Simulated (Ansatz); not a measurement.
# Si14H20 off sphere (Si₁₄H₂₀): a few dozen steps of dynamics

Aim: follow Si14H20 off sphere (Si₁₄H₂₀) for 25 steps at constant energy (1500 K) and see how far bonds stretch and how energy moves between motion and potential.

The runs use Ansatz 0.2.0, Gaussian basis; r2SCAN/def2-SVP.

## 1. Structure used throughout

An earlier PBE-D4/def2-SVP relaxation fixed the geometry.

34 atoms, charge 0, spin multiplicity 1.

Atoms are counted from 1 here; the program's logs count them from 0.

Bond lengths: Si1–Si9 2.353 Å, Si1–Si10 2.356 Å, Si1–H15 1.509 Å, Si1–H16 1.509 Å, Si2–Si8 2.356 Å, Si2–Si11 2.356 Å, Si2–Si12 2.356 Å, Si2–H17 1.511 Å, Si3–Si9 2.352 Å, Si3–Si11 2.353 Å, Si3–Si13 2.353 Å, Si3–H18 1.512 Å, Si4–Si8 2.353 Å, Si4–Si9 2.352 Å, Si4–Si14 2.352 Å, Si4–H19 1.512 Å, Si5–Si10 2.356 Å, Si5–Si14 2.353 Å and more. Angles: Si9–Si1–Si10 109.3°, Si9–Si1–H15 109.7°, Si9–Si1–H16 109.8°, Si10–Si1–H15 109.9°, Si10–Si1–H16 109.8°, H15–Si1–H16 108.3°, Si8–Si2–Si11 109.6°, Si8–Si2–Si12 109.5°, Si8–Si2–H17 109.4°, Si11–Si2–Si12 109.4°, Si11–Si2–H17 109.4°, Si12–Si2–H17 109.4°, Si9–Si3–Si11 109.8°, Si9–Si3–Si13 109.3°, Si9–Si3–H18 109.0°, Si11–Si3–Si13 109.6°, Si11–Si3–H18 110.1°, Si13–Si3–H18 109.0° and more.

## 2. The run

Contents of in.yaml:

```yaml
crystal:
  periodic: [false, false, false]
  atoms:
    - {symbol: Si, position_ang: [0.677236, -3.402299, 0.677537]}
    - {symbol: Si, position_ang: [-2.038690, 2.041421, -2.036613]}
    - {symbol: Si, position_ang: [0.672246, -0.677724, -2.037236]}
    - {symbol: Si, position_ang: [-2.038939, -0.675915, 0.677910]}
    - {symbol: Si, position_ang: [0.681542, -0.683221, 3.399282]}
    - {symbol: Si, position_ang: [0.676443, 2.035492, 0.677838]}
    - {symbol: Si, position_ang: [3.400656, -0.680271, 0.676451]}
    - {symbol: Si, position_ang: [-3.400687, 0.683352, -0.675932]}
    - {symbol: Si, position_ang: [-0.680298, -2.038072, -0.675728]}
    - {symbol: Si, position_ang: [2.039860, -2.041621, 2.035058]}
    - {symbol: Si, position_ang: [-0.679927, 0.682390, -3.399673]}
    - {symbol: Si, position_ang: [-0.675514, 3.401486, -0.679053]}
    - {symbol: Si, position_ang: [2.034878, 0.674544, -0.677432]}
    - {symbol: Si, position_ang: [-0.675637, 0.674248, 2.038988]}
    - {symbol: H, position_ang: [1.537763, -4.286558, -0.191626]}
    - {symbol: H, position_ang: [-0.188582, -4.285122, 1.542924]}
    - {symbol: H, position_ang: [-2.911125, 2.914813, -2.908418]}
    - {symbol: H, position_ang: [1.552333, -1.558806, -2.893917]}
    - {symbol: H, position_ang: [-2.896629, -1.555581, 1.558402]}
    - {symbol: H, position_ang: [-0.184637, -1.547450, 4.282892]}
    - {symbol: H, position_ang: [1.545525, 0.183058, 4.283022]}
    - {symbol: H, position_ang: [1.559491, 2.889715, 1.558334]}
    - {symbol: H, position_ang: [4.286117, -1.541441, -0.190823]}
    - {symbol: H, position_ang: [4.282279, 0.187678, 1.540913]}
    - {symbol: H, position_ang: [-4.287719, -0.181079, -1.538376]}
    - {symbol: H, position_ang: [-4.281007, 1.548115, 0.193061]}
    - {symbol: H, position_ang: [-1.562414, -2.893530, -1.555961]}
    - {symbol: H, position_ang: [2.912829, -2.914930, 2.906380]}
    - {symbol: H, position_ang: [-1.542618, -0.180002, -4.288388]}
    - {symbol: H, position_ang: [0.191025, 1.546943, -4.278259]}
    - {symbol: H, position_ang: [0.195690, 4.278956, -1.544481]}
    - {symbol: H, position_ang: [-1.535343, 4.290957, 0.185399]}
    - {symbol: H, position_ang: [2.888939, 1.555971, -1.559715]}
    - {symbol: H, position_ang: [-1.555067, 1.554473, 2.897210]}
basis:
  gaussian: {orbitals: def2-SVP}
magnetization: {spin_polarized: true, initial_magnetization: 0}
hamiltonian: {xc: {name: r2SCAN}}
md: {timestep: 2 fs, n_steps: 25, ensemble: nve, temperature: 1500, initial_velocities: maxwell_boltzmann, seed: 704}
scf: {omitted_lower_state_checks: [starts]}
```

Started as:

```
ansatz run in.yaml --threads 2 --pin off --events-out ev --progress --plain --max-ram 32768MiB --backend cuda --devices 0, --max-vram 18GiB
```

The program printed:

```text
Functional definition: r2SCAN
  name "r2SCAN"
  cite "Furness, Kaplan, Ning, Perdew & Sun, J. Phys. Chem. Lett. 11, 8208 (2020) doi:10.1021/acs.jpclett.0c02405"
  cite "Furness, Kaplan, Ning, Perdew & Sun, J. Phys. Chem. Lett. 11, 9248 (2020) doi:10.1021/acs.jpclett.0c03077"
  parent r2scan
  parameter k0 = 0.174
  parameter k1 = 0.065
  parameter a1 = 4.9479
  exchange = r2scan_x(k0 = k0, k1 = k1, a1 = a1)
  correlation = r2scan_c
these checks for a lower state are left out or cut short: starts
3904 factors; their error is unknown
mean field evaluation 1: about -110570.8131 eV, gradient 1.5e1 eV
mean field evaluation 2: about -110571.8136 eV, gradient 1.2e1 eV
mean field evaluation 4: about -110572.8844 eV, gradient 5.9e-1 eV
mean field evaluation 8: about -110572.8721 eV, gradient 7.5e-2 eV
mean field evaluation 16: about -110572.4359 eV, gradient 5.1e-5 eV
mean field -110572.43590442 eV, -4063.4620707985 hartree, gradient 5.1e-5 eV, S^2 0.000000; 0 other end points of the search recorded, 0 dependent functions left out
the calculation of the forces begins
reference -110572.43592837 eV, -4063.4620716787 hartree; 108, 108 occupied and 244, 244 virtual orbitals, 3904 factors
md step     0: t =     0.00 fs  T =  1500.0 K  F+E_penalty+E_count = -110572.43590442 eV  E_kin = 6.204480 eV  conserved = -110566.23142447 eV  (32 SCF iters)
these checks for a lower state are left out or cut short: starts, cluster_reference, orbital_swaps, neighbouring_geometries, increment
3904 factors; their error is unknown
mean field -110571.31714083 eV, -4063.4209569947 hartree, gradient 2.6e-5 eV, S^2 0.000000; 0 other end points of the search recorded, 0 dependent functions left out
the calculation of the forces begins
reference -110571.31716475 eV, -4063.4209578740 hartree; 108, 108 occupied and 244, 244 virtual orbitals, 3904 factors
md step     1: t =     2.00 fs  T =  1268.8 K  F+E_penalty+E_count = -110571.31714083 eV  E_kin = 5.248049 eV  conserved = -110566.06909143 eV  (35 SCF iters)
these checks for a lower state are left out or cut short: starts, cluster_reference, orbital_swaps, neighbouring_geometries, increment
3904 factors; their error is unknown
mean field -110570.22244170 eV, -4063.3807275439 hartree, gradient 1.0e-5 eV, S^2 0.000000; 0 other end points of the search recorded, 0 dependent functions left out
the calculation of the forces begins
reference -110570.22246550 eV, -4063.3807284184 hartree; 108, 108 occupied and 244, 244 virtual orbitals, 3904 factors
md step     2: t =     4.00 fs  T =  1022.8 K  F+E_penalty+E_count = -110570.22244170 eV  E_kin = 4.230781 eV  conserved = -110565.99166098 eV  (36 SCF iters)
[... from here on, the SCF cycles and remarks between the steps are left out ...]
md step     3: t =     6.00 fs  T =   992.8 K  F+E_penalty+E_count = -110570.21416133 eV  E_kin = 4.106373 eV  conserved = -110566.10778857 eV  (35 SCF iters)
md step     4: t =     8.00 fs  T =   873.7 K  F+E_penalty+E_count = -110569.72356824 eV  E_kin = 3.613751 eV  conserved = -110566.10981709 eV  (36 SCF iters)
md step     5: t =    10.00 fs  T =   596.8 K  F+E_penalty+E_count = -110568.54251775 eV  E_kin = 2.468517 eV  conserved = -110566.07400079 eV  (36 SCF iters)
md step     6: t =    12.00 fs  T =   391.2 K  F+E_penalty+E_count = -110567.55047535 eV  E_kin = 1.618198 eV  conserved = -110565.93227779 eV  (36 SCF iters)
md step     7: t =    14.00 fs  T =   556.1 K  F+E_penalty+E_count = -110568.41899731 eV  E_kin = 2.300052 eV  conserved = -110566.11894503 eV  (37 SCF iters)
md step     8: t =    16.00 fs  T =   658.2 K  F+E_penalty+E_count = -110568.90044034 eV  E_kin = 2.722385 eV  conserved = -110566.17805527 eV  (36 SCF iters)
md step     9: t =    18.00 fs  T =   509.6 K  F+E_penalty+E_count = -110568.07509396 eV  E_kin = 2.107669 eV  conserved = -110565.96742540 eV  (36 SCF iters)
md step    10: t =    20.00 fs  T =   616.8 K  F+E_penalty+E_count = -110568.60406269 eV  E_kin = 2.551293 eV  conserved = -110566.05276981 eV  (36 SCF iters)
md step    11: t =    22.00 fs  T =   862.3 K  F+E_penalty+E_count = -110569.70468085 eV  E_kin = 3.566817 eV  conserved = -110566.13786423 eV  (35 SCF iters)
md step    12: t =    24.00 fs  T =   901.3 K  F+E_penalty+E_count = -110569.85101439 eV  E_kin = 3.728269 eV  conserved = -110566.12274515 eV  (36 SCF iters)
md step    13: t =    26.00 fs  T =   779.6 K  F+E_penalty+E_count = -110569.27440535 eV  E_kin = 3.224773 eV  conserved = -110566.04963221 eV  (36 SCF iters)
md step    14: t =    28.00 fs  T =   784.5 K  F+E_penalty+E_count = -110569.23939493 eV  E_kin = 3.244865 eV  conserved = -110565.99452947 eV  (36 SCF iters)
md step    15: t =    30.00 fs  T =   997.8 K  F+E_penalty+E_count = -110570.29943481 eV  E_kin = 4.127254 eV  conserved = -110566.17218088 eV  (35 SCF iters)
md step    16: t =    32.00 fs  T =   968.6 K  F+E_penalty+E_count = -110570.17037262 eV  E_kin = 4.006298 eV  conserved = -110566.16407469 eV  (36 SCF iters)
md step    17: t =    34.00 fs  T =   730.7 K  F+E_penalty+E_count = -110568.97340798 eV  E_kin = 3.022248 eV  conserved = -110565.95116044 eV  (21 SCF iters)
md step    18: t =    36.00 fs  T =   769.2 K  F+E_penalty+E_count = -110569.26437532 eV  E_kin = 3.181692 eV  conserved = -110566.08268321 eV  (36 SCF iters)
md step    19: t =    38.00 fs  T =   867.0 K  F+E_penalty+E_count = -110569.71538049 eV  E_kin = 3.586128 eV  conserved = -110566.12925214 eV  (36 SCF iters)
md step    20: t =    40.00 fs  T =   776.7 K  F+E_penalty+E_count = -110569.30295285 eV  E_kin = 3.212682 eV  conserved = -110566.09027063 eV  (37 SCF iters)
md step    21: t =    42.00 fs  T =   632.6 K  F+E_penalty+E_count = -110568.64319152 eV  E_kin = 2.616788 eV  conserved = -110566.02640364 eV  (37 SCF iters)
md step    22: t =    44.00 fs  T =   663.2 K  F+E_penalty+E_count = -110568.77464791 eV  E_kin = 2.743006 eV  conserved = -110566.03164141 eV  (36 SCF iters)
md step    23: t =    46.00 fs  T =   807.6 K  F+E_penalty+E_count = -110569.50623568 eV  E_kin = 3.340571 eV  conserved = -110566.16566422 eV  (36 SCF iters)
md step    24: t =    48.00 fs  T =   731.6 K  F+E_penalty+E_count = -110569.12485578 eV  E_kin = 3.026053 eV  conserved = -110566.09880327 eV  (37 SCF iters)
these checks for a lower state are left out or cut short: starts, cluster_reference, orbital_swaps, neighbouring_geometries, increment
3904 factors; their error is unknown
mean field evaluation 192: about -110568.5743 eV, gradient 1.0e-3 eV
mean field -110568.57425875 eV, -4063.3201579377 hartree, gradient 1.1e-5 eV, S^2 0.000000; 0 other end points of the search recorded, 0 dependent functions left out
the calculation of the forces begins
reference -110568.57428227 eV, -4063.3201588020 hartree; 108, 108 occupied and 244, 244 virtual orbitals, 3904 factors
these checks for a lower state are left out or cut short: starts
3904 factors; their error is unknown
mean field -110568.57425875 eV, -4063.3201579377 hartree, gradient 1.2e-5 eV, S^2 0.000000; 0 other end points of the search recorded, 0 dependent functions left out
the calculation of the forces begins
reference -110568.57428227 eV, -4063.3201588020 hartree; 108, 108 occupied and 244, 244 virtual orbitals, 3904 factors
md step    25: t =    50.00 fs  T =   631.0 K  F+E_penalty+E_count = -110568.57425875 eV  E_kin = 2.610043 eV  conserved = -110565.96421624 eV  (22 SCF iters)
Total energy: -110568.57428227 eV, -4063.3201588020 hartree
Atom 0 at     0.719102    -3.250287     0.150417 Å, force    -0.649421    -1.045643     2.674790 eV/Å
Atom 1 at    -2.035577     1.909550    -1.870998 Å, force     1.080840     0.614564    -1.278476 eV/Å
Atom 2 at     0.749505    -0.575163    -2.113381 Å, force    -0.079089    -0.359418     1.930878 eV/Å
Atom 3 at    -1.934473    -0.814234     0.971798 Å, force    -1.401236     0.133746    -1.415869 eV/Å
Atom 4 at     0.520739    -0.491654     3.426239 Å, force     0.455596    -0.930308     1.124309 eV/Å
Atom 5 at     0.838581     2.070815     0.622200 Å, force    -2.949372    -1.929387    -1.535580 eV/Å
Atom 6 at     3.404267    -0.797748     0.840394 Å, force     1.490978     0.583838    -0.102467 eV/Å
Atom 7 at    -3.355987     0.550367    -0.644838 Å, force     2.035705    -0.206009     2.451564 eV/Å
Atom 8 at    -0.852290    -1.947195    -0.802995 Å, force     1.174072     1.189039     0.271480 eV/Å
Atom 9 at     1.818247    -1.930692     2.005258 Å, force    -0.830978    -0.907819     0.224925 eV/Å
Atom 10 at    -0.794598     0.398385    -3.408180 Å, force    -0.789671     0.597531    -0.634120 eV/Å
Atom 11 at    -0.603375     3.416852    -0.601241 Å, force    -1.203094    -0.763871     0.440782 eV/Å
Atom 12 at     2.206281     0.694797    -0.560835 Å, force     1.202658    -0.206254    -2.627560 eV/Å
Atom 13 at    -0.686224     0.807240     1.984043 Å, force     0.283506     1.254404     0.029012 eV/Å
Atom 14 at     1.757555    -3.737381    -0.789756 Å, force     0.141683    -0.317081    -0.015264 eV/Å
Atom 15 at    -0.257381    -4.359140     0.844456 Å, force     1.423813     0.697356    -0.666131 eV/Å
Atom 16 at    -2.858004     2.985961    -2.596609 Å, force     0.106320    -0.596182     0.091560 eV/Å
Atom 17 at     1.451562    -1.596212    -2.912853 Å, force     0.342551    -0.331267    -0.169972 eV/Å
Atom 18 at    -2.661761    -1.665513     2.049436 Å, force     0.330742     0.423721    -0.726160 eV/Å
Atom 19 at    -0.446814    -1.375600     4.291540 Å, force     0.674634     0.572034    -0.574840 eV/Å
Atom 20 at     1.629114     0.054863     4.371048 Å, force    -0.737335    -0.082172    -0.518388 eV/Å
Atom 21 at     1.747389     2.728356     1.348179 Å, force     2.477371     2.180605     2.522383 eV/Å
Atom 22 at     4.414831    -1.764796     0.195365 Å, force    -0.692384     0.349622    -0.081851 eV/Å
Atom 23 at     4.368053    -0.011739     1.741618 Å, force    -0.540526    -0.053509    -0.230270 eV/Å
Atom 24 at    -4.246333    -0.268746    -1.288469 Å, force    -1.525777    -1.977749    -1.777747 eV/Å
Atom 25 at    -4.283564     1.472672    -0.091547 Å, force    -0.944207     1.157455     1.120088 eV/Å
Atom 26 at    -1.695939    -2.861323    -1.572193 Å, force    -0.519401    -0.169362    -0.484857 eV/Å
Atom 27 at     2.572468    -2.634330     3.127075 Å, force    -0.184042    -0.264119    -0.456337 eV/Å
Atom 28 at    -1.650624    -0.873549    -3.917154 Å, force     0.719432     1.461974     0.262637 eV/Å
Atom 29 at     0.087353     1.090300    -4.448613 Å, force    -0.795269    -0.101759    -0.095587 eV/Å
Atom 30 at     0.081104     4.046929    -1.813172 Å, force    -0.338237     0.536092     0.748376 eV/Å
Atom 31 at    -1.590276     4.045119     0.596608 Å, force     1.275925    -0.203687    -1.813654 eV/Å
Atom 32 at     3.262038     1.589709    -1.523356 Å, force    -1.329133    -1.053063     1.187360 eV/Å
Atom 33 at    -1.702640     1.824906     2.484896 Å, force     0.293344    -0.253322     0.124986 eV/Å
Dipole moment:    -0.066840     0.270121    -0.050446 e Å
Checks for a lower state left out: starts
```

Run time: 4.7 min. Hardware: 1 × H100 (card shared with other runs) with 2 threads of AMD EPYC 7R13, shared host; peak host memory 1.3 GiB.

## 3. The trajectory

One row in 2; energies are counted from the first frame:

```
time (fs)  T (K)  potential (meV)  conserved (meV)  Si4–Si8 (Å)
      0.0   1500              0.0             0.00        2.353
      4.0   1023           2213.5           239.76        2.265
      8.0    874           2712.3           121.61        2.185
     12.0    391           4885.4           299.15        2.133
     16.0    658           3535.5            53.37        2.118
     20.0    617           3831.8           178.65        2.137
     24.0    901           2584.9           108.68        2.182
     28.0    784           3196.5           236.89        2.253
     32.0    969           2265.5            67.35        2.334
     36.0    769           3171.5           148.74        2.407
     40.0    777           3133.0           141.15        2.465
     44.0    663           3661.3           199.78        2.510
     48.0    732           3311.0           132.62        2.541
```

Positions (Å) and forces (eV/Å) at 50.0 fs:

```xyz
34

Si    0.719   -3.250    0.150   -0.649   -1.046    2.675
Si   -2.036    1.910   -1.871    1.081    0.615   -1.278
Si    0.750   -0.575   -2.113   -0.079   -0.359    1.931
Si   -1.934   -0.814    0.972   -1.401    0.134   -1.416
Si    0.521   -0.492    3.426    0.456   -0.930    1.124
Si    0.839    2.071    0.622   -2.949   -1.929   -1.536
Si    3.404   -0.798    0.840    1.491    0.584   -0.102
Si   -3.356    0.550   -0.645    2.036   -0.206    2.452
Si   -0.852   -1.947   -0.803    1.174    1.189    0.271
Si    1.818   -1.931    2.005   -0.831   -0.908    0.225
Si   -0.795    0.398   -3.408   -0.790    0.598   -0.634
Si   -0.603    3.417   -0.601   -1.203   -0.764    0.441
Si    2.206    0.695   -0.561    1.203   -0.206   -2.628
Si   -0.686    0.807    1.984    0.284    1.254    0.029
H     1.758   -3.737   -0.790    0.142   -0.317   -0.015
H    -0.257   -4.359    0.844    1.424    0.697   -0.666
H    -2.858    2.986   -2.597    0.106   -0.596    0.092
H     1.452   -1.596   -2.913    0.343   -0.331   -0.170
H    -2.662   -1.666    2.049    0.331    0.424   -0.726
H    -0.447   -1.376    4.292    0.675    0.572   -0.575
H     1.629    0.055    4.371   -0.737   -0.082   -0.518
H     1.747    2.728    1.348    2.477    2.181    2.522
H     4.415   -1.765    0.195   -0.692    0.350   -0.082
H     4.368   -0.012    1.742   -0.541   -0.054   -0.230
H    -4.246   -0.269   -1.288   -1.526   -1.978   -1.778
H    -4.284    1.473   -0.092   -0.944    1.157    1.120
H    -1.696   -2.861   -1.572   -0.519   -0.169   -0.485
H     2.572   -2.634    3.127   -0.184   -0.264   -0.456
H    -1.651   -0.874   -3.917    0.719    1.462    0.263
H     0.087    1.090   -4.449   -0.795   -0.102   -0.096
H     0.081    4.047   -1.813   -0.338    0.536    0.748
H    -1.590    4.045    0.597    1.276   -0.204   -1.814
H     3.262    1.590   -1.523   -1.329   -1.053    1.187
H    -1.703    1.825    2.485    0.293   -0.253    0.125
```

## 4. What came out

```
                              quantity                          value
                                length             25 steps of 2.0 fs
     temperature, first and last frame                    1500, 631 K
              temperature, second half  mean 780 K, from 631 to 998 K
                swing of the potential                       4885 meV
largest change of the conserved energy                     299.15 meV
                      range of Si4–Si8               2.118 to 2.549 Å
```

What this shows: From 1500 K at the start the temperature swings between 391 and 1500 K: with 34 atoms it has no steady value yet; starting near a minimum, about half of the kinetic energy flows into the potential. The conserved energy moves by 299.15 meV, 6.1 % of the potential's swing. Si4–Si8 swings most, by 0.43 Å; no bond breaks. A run of 50 fs gives no averages.
